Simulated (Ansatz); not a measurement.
# Zn4SO3: the cost of one run

Method: DFT PBE, scalar-relativistic, plane waves, PAW, in Ansatz 0.2.0.

2 further runs of the same task are left out: 1 that didn't finish, 1 set aside as unsound or not needed. Runs told in other sessions of the task aren't counted.

## (1) The system as given

It takes space group P-4m2 (No. 115, tetragonal). The conventional cell has a = 3.459 Å, b = 3.459 Å, c = 9.351 Å, α = 90.00°, β = 90.00°, γ = 90.00°. Zn (site symmetry 2mm) has 2 O at 2.04 Å and 2 S at 2.29 Å in its first shell of neighbours. Zn (site symmetry 2mm) is surrounded by 4 O at 2.02 Å. S (site symmetry -4m2) is surrounded by 4 Zn at 2.29 Å. O (site symmetry 2mm) is surrounded by 4 Zn at 2.02 to 2.04 Å. O (site symmetry -4m2) has 4 Zn at 2.02 Å in its first shell of neighbours.

Coordinates:

```
Zn S O
1.0
     3.45884    0.00000    0.00000
     0.00000    3.45884    0.00000
     0.00000    0.00000    9.35065
Zn S O
4 1 3
Direct
  0.50000 0.00000 0.66083
  0.00000 0.50000 0.88834
  0.50000 0.00000 0.11166
  0.00000 0.50000 0.33917
  0.50000 0.50000 0.50000
  0.00000 0.00000 0.77614
  0.50000 0.50000 0.00000
  0.00000 0.00000 0.22386
```

The cell was relaxed beforehand at this level, from a generated guess; it needn't be the stable form of this composition. At a tolerance of 0.02 Å it has space group P-4m2 (No. 115); it has 13.98 Å³/atom, an uncorrected energy of -1.20 eV/atom over the elements and, on its mesh, gap 0.13 eV.

## (2) Point at V/V0 = 0.97

The input, input.yaml:

```yaml
crystal:
  lattice:
    - [3.4239002293, 0.0, 0.0]
    - [0.0, 3.4239002293, 0.0]
    - [0.0, 0.0, 9.2561934228]
  atoms:
    - { symbol: Zn, position: [0.5, 0.0, 0.660829] }
    - { symbol: Zn, position: [0.0, 0.5, 0.88834] }
    - { symbol: Zn, position: [0.5, 0.0, 0.11166] }
    - { symbol: Zn, position: [0.0, 0.5, 0.339171] }
    - { symbol: S, position: [0.5, 0.5, 0.5] }
    - { symbol: O, position: [0.0, 0.0, 0.776144] }
    - { symbol: O, position: [0.5, 0.5, 0.0] }
    - { symbol: O, position: [0.0, 0.0, 0.223856] }
basis:
  ecutwfc: 420
kpoints:
  mp_grid: { grid: [10, 10, 4] }
hamiltonian:
  xc: pbe
scf:
  occupations: { method: gaussian, width: 0.01 }
output:
  forces: true
  stress: true
  eigenvalues: true
relax:
  adjacent_minimum: "off"
  f_tol: 0.01
  max_steps: 30
  cell: { stress_tol: 0.1, fix: [volume] }
```

Run with:

```bash
$ ansatz run input.yaml --threads 4 --pin off --max-ram 8192MiB --backend cpu --events-out ev --progress --plain --runs-dir out
```

What time and memory should one allow on 4 threads of Intel Xeon 6975P-C (Granite Rapids), shared host?

About 14 s, with a peak of 0.62 GiB.
